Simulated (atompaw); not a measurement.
# Pseudopotential generation for Br: PAW (atompaw), PBEsol

Do these settings give a usable potential? It is generated, then checked for scattering, ghosts and hardness.

Method: atompaw 4.2.0.5, PBEsol, scalar-relativistic.

## (1) Settings

The settings as typed:

| Quantity | Value |
| --- | --- |
| element | bromine (Br, Z = 35) |
| type | PAW |
| frozen core | [Ar] 3d10 |
| valence charge | 7 |
| reference configuration | 4s1.75 4p5.25 |
| partial waves | 4s (bound): rc 1.30 bohr; 4s channel at -0.6 Ry: rc 1.30 bohr; 4p (bound): rc 1.30 bohr; 4p channel at -0.05 Ry: rc 1.30 bohr; 4d channel at -0.05 Ry: rc 1.10 bohr |
| local potential | troulliermartins scheme with l = 3 at 0 Ry, radius 1.30 bohr |
| core correction | smooth core density matched at 1.30 bohr |
| augmentation charge | sinc compensation charge, radius 1.20 bohr; PAW radius 1.30 bohr; waves and projectors: custom rrkj gramschmidtortho |

## (2) Generation

Br.input reads:

```
Br 35
GGA-PBESOL scalarrelativistic loggrid 1500 logderivrange -3 5 201
4 4 3 0 0 0
4 0 1.75
4 1 5.25
0 0 0
c
c
c
v
c
c
v
c
2
1.30 1.20 1.30 1.30
y
-0.6
n
y
-0.05
n
y
-0.05
n
custom rrkj gramschmidtortho sinc
3 0 troulliermartins
1.30
1.30
1.30
1.30
1.10
PWSCFOUT
UPFDX 0.0125d0 UPFXMIN -7.d0 UPFZMESH 35.d0
END
```

On the command line:

```bash
atompaw < Br.input > Br.log
```

**Question.** What will these runs give? Wanted: cutoffs for 10 and 1 mRy, occupied levels; bound ghosts; largest phase difference near zero energy, channels read; lowest eigenvalue of the overlap; share of valence orbitals outside the PAW sphere; UPF file.

As calculated:

| quantity | value |
| --- | --- |
| cutoffs for 10 and 1 mRy, occupied levels | 35 Ry and 60 Ry |
| bound ghosts | s at -96.54 eV, p at -76.08 eV, d at -45.83 eV |
| largest phase difference near zero energy, channels read | 0.005 rad |
| lowest eigenvalue of the overlap (Bessel basis) | 0.080 (d) |
| share of valence orbitals outside the PAW sphere | 4s 71 %, 4p 84 % |
| UPF file | written |

In words: It has a bound ghost (s, p, d), a state that the atom doesn't have, and that rules the file out. It counts as soft on the atom at that tolerance, with 35 Ry needed at the looser tolerance. Near zero energy the phases of the channels with partial waves agree within 0.005 rad. These are tests on the free atom; a crystal test is still owed.
